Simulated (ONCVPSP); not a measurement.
**Pseudopotential generation for La: ONCV, LDA (Perdew-Wang 92)**

Do these settings give a usable potential? It is generated, then checked for transferability, scattering, ghosts and hardness.

Program: ONCVPSP 4.0.1. Reference atom: LDA (Perdew-Wang 92), scalar-relativistic, spherical and spin-unpolarised. All values are calculated.

### 1 The design

The settings as typed:

```
element                 : lanthanum (La, Z = 57)
type                    : optimised norm-conserving Vanderbilt (ONCV)
frozen core             : [Kr]
valence charge          : 21
reference configuration : 4d10 5s2 5p6 5d1 6s1 (charge +1)
partial waves           : 5s+6s: rc 2.55 bohr, ncon 5, nbas 9, qcut 5 1/bohr, 2 projectors; 5p: rc 1.95 bohr, ncon 3, nbas 7, qcut 4.8 1/bohr, 2 projectors, debl 2.5 Ha; 4d+5d: rc 1.00 bohr, ncon 4, nbas 9, qcut 18.4 1/bohr, 2 projectors; f scattering state at 0.37 Ha: rc 2.35 bohr, ncon 3, nbas 7, qcut 5.3 1/bohr, 2 projectors, debl 2 Ha
local potential         : polynomial inside 0.75 bohr (lpopt 5, dvloc0 0 Ha)
core correction         : not asked for
```

### 2 The generation run

The input, La.dat:

```
# ATOM AND REFERENCE CONFIGURATION
# atsym  z   nc   nv     iexc    psfile
  La 57.00    8    5  -001012      upf
#
#   n    l    f
    1    0    2.00
    2    0    2.00
    2    1    6.00
    3    0    2.00
    3    1    6.00
    3    2   10.00
    4    0    2.00
    4    1    6.00
    4    2   10.00
    5    0    2.00
    5    1    6.00
    5    2    1.00
    6    0    1.00
#
# PSEUDOPOTENTIAL AND OPTIMIZATION
# lmax
    3
#
#   l,   rc,      ep,       ncon, nbas, qcut
    0    2.55    0.00    5    9    5.00
    1    1.95    0.00    3    7    4.80
    2    1.00    0.00    4    9   18.40
    3    2.35    0.37    3    7    5.30
#
# LOCAL POTENTIAL
# lloc, lpopt,  rc(5),   dvloc0
    4    5    0.75    0.00
#
# VANDERBILT-KLEINMAN-BYLANDER PROJECTORs
# l, nproj, debl
    0    2    1.10
    1    2    2.50
    2    2    2.20
    3    2    2.00
#
# MODEL CORE CHARGE
# icmod, fcfact, rcfact
    0    0.00    0.00
#
# LOG DERIVATIVE ANALYSIS
# epsh1, epsh2, depsh
   -6.00    5.00    0.04
#
# OUTPUT GRID
# rlmax, drl
    6.00    0.01
#
# TEST CONFIGURATIONS
# ncnf
    4
# nvcnf
#   n    l    f
    5
    4    2   10.00
    5    0    2.00
    5    1    6.00
    5    2    1.00
    6    0    2.00
#
    5
    4    2   10.00
    5    0    2.00
    5    1    6.00
    5    2    1.00
    6    0    0.00
#
    5
    4    2   10.00
    5    0    2.00
    5    1    6.00
    5    2    0.00
    6    0    0.00
#
    6
    4    2   10.00
    5    0    2.00
    5    1    6.00
    5    2    1.00
    6    0    1.00
    6    1    1.00
#
```

The run is started by

```bash
$ oncvpsp.x < La.dat > La.out
```

Before running it: what results should come out? Wanted: cutoffs for 1 and 0.1 mHa per electron, occupied waves; bound ghosts; GHOST(+) flags; largest test error; largest phase difference near zero energy, channels read; projector energies reset by the program.

**Answer**, as computed:

```
                                                quantity                               value
  cutoffs for 1 and 0.1 mHa per electron, occupied waves                    84 Ha and 102 Ha
                                            bound ghosts    s at -578.17 eV, p at -200.22 eV
                                          GHOST(+) flags              s at 62 eV, f at 55 eV
                            largest test error (AE − PS)  -2.0 meV, for 4d10 5s2 5p6 5d1 6s0
largest phase difference near zero energy, channels read                           0.147 rad
                 projector energies reset by the program                 f: -0.385, 1.615 Ha
```

It has a bound ghost (s, p), a state that the atom doesn't have, and that rules the file out. Close by lies the frozen 4p level (-205.5 eV). The worst unpolarised test, 4d10 5s2 5p6 5d1 6s0, is off by 2.0 meV on 11.1 eV; by total energies transferability rates as very good. Atomic tests can pass in spite of a ghost, since they solve only for the levels asked. By its cutoff, 84 Ha for the looser tolerance, it is very hard. At the looser tolerance the 4d wave is the slowest; 5d needs 67 Ha. Of the channels read, f scatters worst near zero energy, by up to 0.15 rad. The program also flags highly localised states, GHOST(+) (s, f). All of this concerns the isolated atom, not yet a solid.
